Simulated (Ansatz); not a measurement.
The system is MgGe2.

```xyz
6
Lattice="5.5215 -1.8498 0.0000 5.5215 1.8498 0.0000 -3.2176 0.0000 6.0078" Properties=species:S:1:pos:R:3 pbc="T T T"
Ge    4.8996    0.0000    1.7640
Ge    2.9258    0.0000    4.2438
Ge    6.5513    0.0000    5.9203
Ge    1.2740    0.0000    0.0875
Mg    7.8794    0.0000    2.0982
Mg   -0.0541    0.0000    3.9095
```

The cell comes from a database or a generator and needn't be the stable form of this composition.

Base run:

| Property | Result |
| --- | --- |
| Program | Ansatz 0.2.0 |
| Functional | RPBE |
| Potentials or basis | Ansatz PAW |
| Cutoff | 420 eV (not typed: the program's choice for these potentials) |
| k mesh | 8 × 8 × 5 |
| Occupations | fermi-dirac, width 0.05 eV |
| Spin | no spin polarisation |

Its results: band gap on the k mesh none (metal or under the smearing width); pressure 1.1 GPa; largest force 0.133 eV/Å.

The run is repeated on the same cell with these changes: functional from RPBE to r2SCAN; cutoff from 420 eV (not typed: the program's choice for these potentials) to 500 eV (not typed: the program's choice for these potentials). What comes out?

Band gap on the k mesh none (metal or under the smearing width); pressure -2.4 GPa; largest force 0.410 eV/Å.

Caveats: the PAW data sets come from PBE, with cores solved anew for the run's functional, which leaves a small shift of forces and pressure.
